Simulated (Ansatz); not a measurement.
# AlGaHF (singlet): wave-function methods side by side at a displaced geometry (v1), cc-pVDZ

The task here is to estimate one member of a computed series from the others.

Computed with Ansatz 0.2.0, Gaussian basis. Level: cc-pVDZ, core rule «outside noble gas», up to 20 orbitals frozen.

Plan: UHF; CCSD(T) on RHF; CCSD(T) on UHF; BCCD(T) on RHF; CISD; CCSDT(Q) on RHF; CCSDT(Q) on UHF; CASSCF and MRCISD+Q, 8 electrons in 8 orbitals; CASSCF and NEVPT2, 8 electrons in 8 orbitals.

18 further runs of the same task are left out: 7 that didn't finish, 11 set aside as unsound or not needed. Runs told in other sessions of the task aren't counted.

### What is computed

The geometry is a PBE0/def2-TZVP stationary point (not a proven minimum) with its atoms shifted at random (size 0.040 Å). No spin-orbit coupling is included. The filled d shell of Ga may be among the frozen orbitals whatever the setting's name suggests.

4 atoms, charge 0, spin multiplicity 1.

Atoms are counted from 1 here; the program's logs count them from 0.

Bond lengths: Al1–Ga2 2.716 Å, Al1–H4 1.758 Å, Ga2–F3 1.836 Å. Angles: Ga2–Al1–H4 51.5°, Al1–Ga2–F3 146.3°.

Coordinates:

```xyz
4
AlFGaH
Al   -0.0054    0.1695    2.3233
Ga   -0.0084   -0.2337   -0.3624
F     0.0424    0.5444   -2.0247
H    -0.0750    1.3662    1.0367
```

The first run:

in.yaml

```yaml
crystal:
  periodic: [false, false, false]
  atoms:
    - {symbol: Al, position_ang: [-0.005406, 0.169468, 2.323261]}
    - {symbol: Ga, position_ang: [-0.008379, -0.233660, -0.362359]}
    - {symbol: F, position_ang: [0.042407, 0.544360, -2.024659]}
    - {symbol: H, position_ang: [-0.075027, 1.366183, 1.036671]}
basis:
  gaussian: {orbitals: cc-pVDZ}
magnetization: {spin_polarized: true, initial_magnetization: 0}
hamiltonian: {xc: hf}
output: {orbitals: {seedname: orbitals}}
```

Run with:

```console
$ ansatz run in.yaml --threads 1 --pin off --events-out ev --progress --plain --max-ram 2393MiB
```

Steps of the session up to this table: UHF; CCSD(T) on RHF; CCSD(T) on UHF; BCCD(T) on RHF; CISD; CCSDT(Q) on RHF; CCSDT(Q) on UHF; CASSCF and MRCISD+Q, 8 electrons in 8 orbitals; CASSCF and NEVPT2, 8 electrons in 8 orbitals.

One table of the session follows, with a row left open; its other results are not shown here.

| method | from RCCSDT(Q) (meV) |
| --- | --- |
| RHF | ? |
| UHF | +9237.7 |
| RMP2 | +1056.2 |
| RCCSD | +276.6 |
| RCCSD(T) | +57.1 |
| BCCD(T) | +49.8 |
| RCCSDT | +25.2 |
| RCCSDT(Q) | 0 |
| CASSCF frontier | +5498.6 |
| MRCISD frontier | +600.6 |
| MRCISD+Q frontier | +61.8 |

**Question.** Estimate the row for RHF.

**Answer.** from RCCSDT(Q) (meV): +9243.4. In the column «from RCCSDT(Q) (meV)» it is the highest.

Not comparable, so not listed: CCSD(T) on UHF; CASSCF and NEVPT2, 8 electrons in 8 orbitals (they don't share determinant, frozen orbitals or solution with the rows shown, or repeat one).

Limits of these values: Warnings: restricted reference is unstable; spin contamination. Warnings in the runs' records: passed over end.
